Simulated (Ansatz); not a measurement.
# C2H3BO2: the cost of one run

Computed with the Python package of Ansatz 0.2.0. Level of theory: B3LYP+D3(BJ)/cc-pVDZ.

**1. Starting point**

Bond lengths: O1–C2 1.276 Å, C2–B3 1.666 Å, C2–C4 1.442 Å, B3–C4 1.445 Å, C4–O5 1.469 Å, B3–H6 1.206 Å, C4–H7 1.086 Å, O5–H8 0.957 Å. Angles: O1–C2–B3 152.1°, O1–C2–C4 152.9°, B3–C2–C4 54.8°, C2–B3–C4 54.7°, C2–B3–H6 150.6°, C4–B3–H6 154.4°, C2–C4–B3 70.5°, C2–C4–O5 109.8°, C2–C4–H7 120.2°, B3–C4–O5 110.1°, B3–C4–H7 122.9°, O5–C4–H7 115.5°, C4–O5–H8 104.8°.

No structure file is read: the coordinates are typed or built in the script.

**2. Script**

energy.py reads:

```python
# -*- coding: utf-8 -*-
import json

import ansatz as az
import numpy as np

SETTINGS = {
    'basis_set': 'cc-pVDZ',
    'xc': 'B3LYP',
    'vdw': 'd3bj',
}

c2h3bo2 = (
    az.Crystal.molecule()
    .atom('O', (0.9637, -1.7708, 1.1477))
    .atom('C', (0.5843, -0.6834, 0.5989))
    .atom('B', (0.5195, 0.9795, 0.5167))
    .atom('C', (-0.005, 0.0729, -0.4782))
    .atom('O', (-1.4694, 0.0144, -0.3847))
    .atom('H', (0.8155, 2.0653, 0.9501))
    .atom('H', (0.4021, 0.0008, -1.4827))
    .atom('H', (-1.7185, -0.7358, -0.9236))
)

calc = (
    c2h3bo2.calculation()
    .basis(gaussian=SETTINGS['basis_set'])
    .functional(SETTINGS['xc'], dispersion=SETTINGS['vdw'])
    .forces()
)
done = calc.run(threads=1, backend='cpu')
r = done.report

for key in ('converged', 'free_energy_ev', 'reference_energy_ev', 'n_frozen', 'n_occupied', 'n_virtual'):
    print(f'{key:22s} {r[key]}')

symbols = [site.symbol for site in c2h3bo2.cartesian_sites]
forces = np.array(r['forces_ev_ang'])
print('largest force', round(float(np.linalg.norm(forces, axis=1).max()), 4), 'eV/A, rms', round(float(np.sqrt((forces ** 2).mean())), 4))

charges = r['charge_distribution']
print('dipole moment', round(4.803205 * float(np.linalg.norm(charges['dipole_moment_e_ang'])), 3), 'D')
print('Mulliken:', [(s, round(q, 3)) for s, q in zip(symbols, charges['mulliken_charges_e'])])
with open('c2h3bo2.json', 'w') as handle:
    json.dump({k: r[k] for k in ('free_energy_ev', 'reference_energy_ev', 'n_occupied', 'n_virtual')}, handle, indent=1)
```

**3. Launch**

Launch:

```
> python energy.py
```

Q: Estimate wall time and peak memory on 1 thread of Intel Xeon 6975P-C (Granite Rapids), shared host.

About 2.5 s, with a peak of 0.21 GiB.
